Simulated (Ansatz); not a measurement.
# KRb2IrN6: the cost of one run

Computed with Ansatz 0.2.0 (reference: DFT r2SCAN, plane waves, PAW, scalar-relativistic, no spin polarisation, unless a step's input says otherwise).

### Step 1. The structure to begin with

The structure is cubic, space group Fm-3m (No. 225). The conventional cell has a = 8.810 Å, b = 8.810 Å, c = 8.810 Å, α = 90.00°, β = 90.00°, γ = 90.00°. K (site symmetry m-3m) is surrounded by 6 N at 2.43 Å. N (site symmetry 4mm) is surrounded by 1 Ir at 1.97 Å and 1 K at 2.43 Å. Ir (site symmetry m-3m) is surrounded by 6 N at 1.97 Å. Rb (site symmetry -43m) has 12 N at 3.12 Å as nearest neighbours.

Structure file:

```xyz
10
Lattice="0.0000 4.4050 4.4050 4.4050 0.0000 4.4050 4.4050 4.4050 0.0000" Properties=species:S:1:pos:R:3 pbc="T T T"
K     4.4050    4.4050    4.4050
N     1.9734    4.4050    4.4050
N     4.4050    1.9734    4.4050
N     6.8366    4.4050    4.4050
N     4.4050    6.8366    4.4050
N     4.4050    4.4050    1.9734
N     4.4050    4.4050    6.8366
Ir    0.0000    0.0000    0.0000
Rb    2.2025    2.2025    2.2025
Rb    6.6075    6.6075    6.6075
```

### Step 2. The reference run

Input file input.yaml:

```yaml
crystal:
  lattice:
    - [0.0, 4.405005, 4.405005]
    - [4.405005, 0.0, 4.405005]
    - [4.405005, 4.405005, 0.0]
  atoms:
    - { symbol: K, position: [0.5, 0.5, 0.5] }
    - { symbol: "N", position: [0.776, 0.224, 0.224] }
    - { symbol: "N", position: [0.224, 0.776, 0.224] }
    - { symbol: "N", position: [0.224, 0.776, 0.776] }
    - { symbol: "N", position: [0.776, 0.224, 0.776] }
    - { symbol: "N", position: [0.224, 0.224, 0.776] }
    - { symbol: "N", position: [0.776, 0.776, 0.224] }
    - { symbol: Ir, position: [0.0, 0.0, 0.0] }
    - { symbol: Rb, position: [0.25, 0.25, 0.25] }
    - { symbol: Rb, position: [0.75, 0.75, 0.75] }
  symmetry: { tolerance: 0.0003 }
kpoints:
  mp_grid: { grid: [4, 4, 4], shift: [0, 0, 0] }
magnetization:
  spin_polarized: false
scf:
  occupations: { method: fermi_dirac, width: 0.0184 }
hamiltonian:
  pseudopotentials: { kind: paw }
  xc: r2scan
basis:
  ecutwfc: 500
output:
  forces: true
  stress: true
  eigenvalues: true
  write_density: true
  write_potential: true
  elf: true
  volumetric_format: npy
```

The run is started by

```bash
$ ansatz run input.yaml --threads 1 --pin off --max-ram 2560MiB --backend cpu --events-out ev --progress --plain --runs-dir out
```

**Question.** How long does this run take on 1 thread of Arm Neoverse V2, shared host, and how much memory does it need?

About 14 s, with a peak of 0.92 GiB.
